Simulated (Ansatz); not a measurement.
The system is EuCuBi.

```
Bi Eu Cu
1.0
     4.66805    0.00000    0.00000
    -2.33403    4.04265    0.00000
     0.00000    0.00000    8.58726
Bi Eu Cu
2 2 2
Direct
  0.33333 0.66667 0.25000
  0.66667 0.33333 0.75000
  0.00000 0.00000 0.00000
  0.00000 0.00000 0.50000
  0.66667 0.33333 0.25000
  0.33333 0.66667 0.75000
```

The cell is a database's computed one.

| Item | Value |
| --- | --- |
| Program | Ansatz 0.2.0 |
| Task | relaxation of cell and atoms |
| Functional | PBEsol |
| Potentials or basis | Ansatz PAW |
| Cutoff | 420 eV (not typed: the program's choice for these potentials) |
| k mesh | 7 × 7 × 3 |
| Occupations | fermi-dirac, width 0.05 eV |
| Spin | collinear spin, ferromagnetic start |
| Starting moments | [0.0, 0.0, 7.0, 7.0, 0.6, 0.6] μB |

At the start: volume 27.01 Å³/atom.

Problem. How do energy, volume and symmetry change on relaxing?

Solution. It ends after 6 steps and the volume is 24.60 Å³/atom (-8.9 %); space group P6_3/mmc (No. 194, to 0.05 Å); moment 13.98 μB per cell.

The path:
```
step  energy change (eV)  largest force (eV/Å)  volume (Å³)
   1              0.0000                0.0000       162.05
   2             -0.1717                0.0000       147.24
   3             -0.1806                0.0000       148.43
   4             -0.1828                0.0000       147.80
   5             -0.1829                0.0000       147.61
   6             -0.1768                0.0000       147.61
```

Final structure:
```
CELL_PARAMETERS angstrom
4.57575 0.00000 0.00000
-2.28787 3.96271 0.00000
0.00000 0.00000 8.14093
ATOMIC_POSITIONS crystal
Bi 0.33333 0.66667 0.25000
Bi 0.66667 0.33333 0.75000
Eu 0.00000 0.00000 0.00000
Eu 0.00000 0.00000 0.50000
Cu 0.66667 0.33333 0.25000
Cu 0.33333 0.66667 0.75000
```

Caveat: the plane-wave basis is chosen anew once the cell has moved, so the energies of steps on either side of that aren't comparable; without U or exact exchange the open f shell lies at the Fermi level, which spoils levels, moments and volumes; the PAW data sets come from PBE, with cores solved anew for the run's functional, which leaves a small shift of forces and pressure.
